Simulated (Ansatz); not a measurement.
# C2H8BN: the cost of one run

Program: Ansatz 0.2.0. Level of theory: RKS PBE0-D4/STO-3G. These are calculated values, not measurements.

## 1. The system as given

Bond lengths: B1–C2 1.536 Å, C2–N3 1.435 Å, N3–C4 1.508 Å, B1–H5 1.232 Å, B1–H6 1.198 Å, C2–H7 1.117 Å, C2–H8 1.069 Å, N3–H9 1.085 Å, C4–H10 1.059 Å, C4–H11 1.174 Å, C4–H12 1.083 Å. Angles (14 of 18 angles, heavy atoms first): B1–C2–N3 108.3°, C2–N3–C4 113.0°, B1–C2–H7 108.7°, B1–C2–H8 110.6°, N3–C2–H7 109.2°, N3–C2–H8 109.8°, C2–B1–H5 120.6°, C2–B1–H6 124.1°, C2–N3–H9 111.2°, C4–N3–H9 107.7°, N3–C4–H10 109.8°, N3–C4–H11 104.2°, N3–C4–H12 110.9°, H7–C2–H8 110.1°.

Structure file:

```xyz
12

B    -1.2045    1.5978    0.0335
C    -0.5919    0.2531   -0.3860
N     0.5211   -0.0240    0.4765
C     1.3343   -1.2115    0.0266
H    -1.3027    2.5214   -0.7760
H    -1.7051    1.8035    1.1023
H    -0.2288    0.3375   -1.4394
H    -1.3153   -0.5297   -0.3076
H     0.1928   -0.2143    1.4930
H     1.6855   -1.0537   -0.9603
H     0.5704   -2.1026    0.0338
H     2.1213   -1.4326    0.7375
```

## 2. End point A

input.yaml reads:

```yaml
crystal:
  periodic: [false, false, false]
  atoms:
    - { symbol: B, position_ang: [-1.2045, 1.5978, 0.0335] }
    - { symbol: C, position_ang: [-0.5919, 0.2531, -0.386] }
    - { symbol: "N", position_ang: [0.5211, -0.024, 0.4765] }
    - { symbol: C, position_ang: [1.3343, -1.2115, 0.0266] }
    - { symbol: H, position_ang: [-1.3027, 2.5214, -0.776] }
    - { symbol: H, position_ang: [-1.7051, 1.8035, 1.1023] }
    - { symbol: H, position_ang: [-0.2288, 0.3375, -1.4394] }
    - { symbol: H, position_ang: [-1.3153, -0.5297, -0.3076] }
    - { symbol: H, position_ang: [0.1928, -0.2143, 1.493] }
    - { symbol: H, position_ang: [1.6855, -1.0537, -0.9603] }
    - { symbol: H, position_ang: [0.5704, -2.1026, 0.0338] }
    - { symbol: H, position_ang: [2.1213, -1.4326, 0.7375] }
basis:
  gaussian: { orbitals: STO-3G }
hamiltonian:
  xc: pbe0
  dispersion: d4
relax:
  f_tol: 0.015
  max_steps: 40
output:
  orbitals: {}
```

Launch:

```console
$ ansatz run input.yaml --threads 1 --pin off --max-ram 2048MiB --backend cpu --events-out ev --progress --plain --runs-dir out
```

What time and memory should one allow on 1 thread of Arm Neoverse V2, shared host?

About 24 s, with a peak of 0.12 GiB.
